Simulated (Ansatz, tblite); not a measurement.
# TaS(OSiH3)3 (H9O3SSi3Ta): a ladder of methods and basis sets

The task here is to estimate one member of a computed series from the others.

Method: as each input shows; program: Ansatz 0.2.0, Gaussian basis.

The runs, in order: GFN1-xTB, GFN2-xTB, PBE-D4/def2-TZVP, r2SCAN-D4/def2-TZVP, HSE06-D4/def2-TZVP, CAM-B3LYP-D4/def2-TZVP, HF/def2-TZVP, PBE-D4/def2-SVP, PBE0-D4/def2-SVP, CCSD(T)/def2-SVP, MP2/def2-TZVP, RPA/def2-TZVP.

2 further runs of the same task are left out: 2 set aside as unsound or not needed.

## The relaxed structure

The singlet was relaxed beforehand with r2SCAN-D4/def2-SVP.

17 atoms, charge 0, spin multiplicity 1.

Bond lengths: Ta1–S2 2.186 Å, Ta1–O3 1.899 Å, Ta1–O8 1.899 Å, Ta1–O13 1.899 Å, O3–Si4 1.679 Å, Si4–H5 1.490 Å, Si4–H6 1.490 Å, Si4–H7 1.490 Å, O8–Si9 1.679 Å, Si9–H10 1.490 Å, Si9–H11 1.490 Å, Si9–H12 1.490 Å, O13–Si14 1.679 Å, Si14–H15 1.490 Å, Si14–H16 1.490 Å, Si14–H17 1.490 Å. Angles: S2–Ta1–O3 108.4°, S2–Ta1–O8 108.3°, S2–Ta1–O13 108.3°, O3–Ta1–O8 110.6°, O3–Ta1–O13 110.6°, O8–Ta1–O13 110.5°, Ta1–O3–Si4 158.3°, O3–Si4–H5 109.5°, O3–Si4–H6 108.4°, O3–Si4–H7 108.5°, H5–Si4–H6 110.3°, H5–Si4–H7 110.3°, H6–Si4–H7 109.8°, Ta1–O8–Si9 157.8°, O8–Si9–H10 109.5°, O8–Si9–H11 108.4°, O8–Si9–H12 108.5°, H10–Si9–H11 110.3° and more.

As a file:

```mol
H9O3SSi3Ta
  3D, bonds by distance, orders not assigned

 17 16  0  0  0  0  0  0  0  0999 V2000
   -0.0055   -0.0067    0.3111 Ta  0  0
   -0.0699   -0.0488    2.4956 S   0  0
    1.6519   -0.7420   -0.2546 O   0  0
    3.1682   -1.4510   -0.1272 Si  0  0
    3.5641   -1.5235    1.3070 H   0  0
    4.1416   -0.6201   -0.8897 H   0  0
    3.1025   -2.8184   -0.7152 H   0  0
   -0.1633    1.7991   -0.2565 O   0  0
   -0.3236    3.4643   -0.1146 Si  0  0
   -0.5030    3.8257    1.3193 H   0  0
   -1.5102    3.8923   -0.9069 H   0  0
    0.9055    4.1060   -0.6599 H   0  0
   -1.4553   -1.0412   -0.3493 O   0  0
   -2.8305   -2.0027   -0.2950 Si  0  0
   -3.1799   -2.2903    1.1241 H   0  0
   -2.5487   -3.2704   -1.0251 H   0  0
   -3.9440   -1.2724   -0.9631 H   0  0
  1  2  8  0
  1  3  8  0
  1  8  8  0
  1 13  8  0
  3  4  8  0
  4  5  8  0
  4  6  8  0
  4  7  8  0
  8  9  8  0
  9 10  8  0
  9 11  8  0
  9 12  8  0
 13 14  8  0
 14 15  8  0
 14 16  8  0
 14 17  8  0
M  END
```

Formally the metal is d0. Ta takes a core potential in the def2 sets. No spin-orbit coupling is included.

PBE0-D4/def2-TZVP was run before; its log isn't repeated, and its numbers join the tables.

The first run:

Tight binding, by tblite at 300 K electronic temperature and without a spin-polarisation term:

```python
tblite.interface.Calculator('GFN1-xTB', numbers, positions, charge=0, uhf=0).singlepoint()
```

Tight binding, by tblite at 300 K electronic temperature and without a spin-polarisation term:

```python
tblite.interface.Calculator('GFN2-xTB', numbers, positions, charge=0, uhf=0).singlepoint()
```

start.molden holds the orbitals of an earlier run on this state, given as this run's starting guess.

Input file in.yaml:

```yaml
crystal:
  periodic: [false, false, false]
  atoms:
    - {symbol: Ta, position_ang: [-0.005543, -0.006693, 0.311102]}
    - {symbol: S, position_ang: [-0.069910, -0.048751, 2.495558]}
    - {symbol: O, position_ang: [1.651946, -0.742020, -0.254600]}
    - {symbol: Si, position_ang: [3.168225, -1.450958, -0.127188]}
    - {symbol: H, position_ang: [3.564138, -1.523482, 1.306996]}
    - {symbol: H, position_ang: [4.141572, -0.620070, -0.889721]}
    - {symbol: H, position_ang: [3.102498, -2.818362, -0.715213]}
    - {symbol: O, position_ang: [-0.163343, 1.799124, -0.256534]}
    - {symbol: Si, position_ang: [-0.323560, 3.464277, -0.114614]}
    - {symbol: H, position_ang: [-0.502990, 3.825651, 1.319267]}
    - {symbol: H, position_ang: [-1.510236, 3.892270, -0.906901]}
    - {symbol: H, position_ang: [0.905539, 4.105955, -0.659851]}
    - {symbol: O, position_ang: [-1.455290, -1.041158, -0.349258]}
    - {symbol: Si, position_ang: [-2.830487, -2.002710, -0.295003]}
    - {symbol: H, position_ang: [-3.179888, -2.290340, 1.124132]}
    - {symbol: H, position_ang: [-2.548707, -3.270350, -1.025101]}
    - {symbol: H, position_ang: [-3.943955, -1.272383, -0.963071]}
basis:
  gaussian: {orbitals: def2-TZVP, initial_orbitals: start.molden}
hamiltonian: {xc: pbe, dispersion: d4}
scf: {omitted_lower_state_checks: [starts]}
output: {orbitals: {seedname: orbitals}}
```

Started as:

```console
ansatz run in.yaml --threads 2 --pin off --events-out ev --progress --plain --max-ram 32768MiB --backend cuda --devices 0, --max-vram 18GiB
```

Among the steps run: PBE-D4/def2-TZVP; r2SCAN-D4/def2-TZVP; HSE06-D4/def2-TZVP; CAM-B3LYP-D4/def2-TZVP; HF/def2-TZVP; PBE-D4/def2-SVP; PBE0-D4/def2-SVP; CCSD(T)/def2-SVP; MP2/def2-TZVP; RPA/def2-TZVP.

One table of the session follows, with a row left open; its other results are not shown here.

It belongs to the step «Binding energy». 

```
                method  binding an atom (eV)
           HF/def2-SVP                 2.815
          HF/def2-TZVP                 2.867
       PBE-D4/def2-SVP                 3.931
      PBE-D4/def2-TZVP                 3.945
   r2SCAN-D4/def2-TZVP                 3.946
      PBE0-D4/def2-SVP                 3.834
     PBE0-D4/def2-TZVP                 3.864
    HSE06-D4/def2-TZVP                 3.866
CAM-B3LYP-D4/def2-TZVP                 3.932
          MP2/def2-SVP                 3.756
         MP2/def2-TZVP                 3.902
         CCSD/def2-SVP                 3.635
      CCSD(T)/def2-SVP                     ?
```

Q: Estimate the row for CCSD(T)/def2-SVP from the others.

**Answer.** binding an atom (eV): 3.692. In the column «binding an atom (eV)» it lies between CCSD/def2-SVP (3.635) and MP2/def2-SVP (3.756).

Limits of these values: Free atoms were run apart at each level; binding is atoms less cluster, divided by the number of atoms, without zero-point or spin-orbit terms.
